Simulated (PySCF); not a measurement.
# CH5B3Cl2: the cost of one run

The runs use PySCF 2.14.0, with density-fitted response routines of our own; the level of theory stands in each step. All values are computed, except where a source is named. Atoms count from 0, in the outputs and in this text.

## Step 1: The molecule as given

11 atoms, charge 0, multiplicity 1; geometry from: GFN2-xTB. The atoms were then displaced at random by about 0.01 Å, so the start is not that level's minimum.

Bonds of the start (Å): B0–C1 1.60, C1–B2 1.58, C1–B3 1.55, B3–Cl4 1.71, B3–Cl5 1.75, B0–H6 1.15, B0–H7 1.17, C1–H8 1.07, B2–H9 1.15, B2–H10 1.18.

## Step 2: Geometry optimisation at PBE0-D3(BJ)/def2-SVP

Job settings and geometry (Å):

```
{"job": {"xc": "PBE0", "basis": "def2-SVP", "d3": "d3bj", "grid": 1, "shake": 0.01, "kind": "geom"}, "charge": 0, "multiplicity": 1}
B      1.427200    -0.470180     0.135590
C     -0.065030    -0.250210    -0.411360
B     -0.151720     1.298600    -0.709000
B     -1.079180    -0.647450     0.690710
Cl    -1.177530     0.031960     2.254190
Cl    -2.283730    -1.857920     0.302900
H      2.176500    -1.051870    -0.514970
H      1.748150     0.008030     1.153270
H     -0.228270    -0.819340    -1.298090
H     -0.223890     1.658000    -1.797280
H     -0.104370     2.074540     0.178350
```

Launch:

```
$ OMP_NUM_THREADS=1 python probes_run.py task.json out
```

This one command runs all jobs of the session in turn.

**Question.** How long does this first job take on 1 thread of Arm Neoverse V1, shared host, and how much memory does it need?

About 50 s, with a peak of 0.52 GiB.
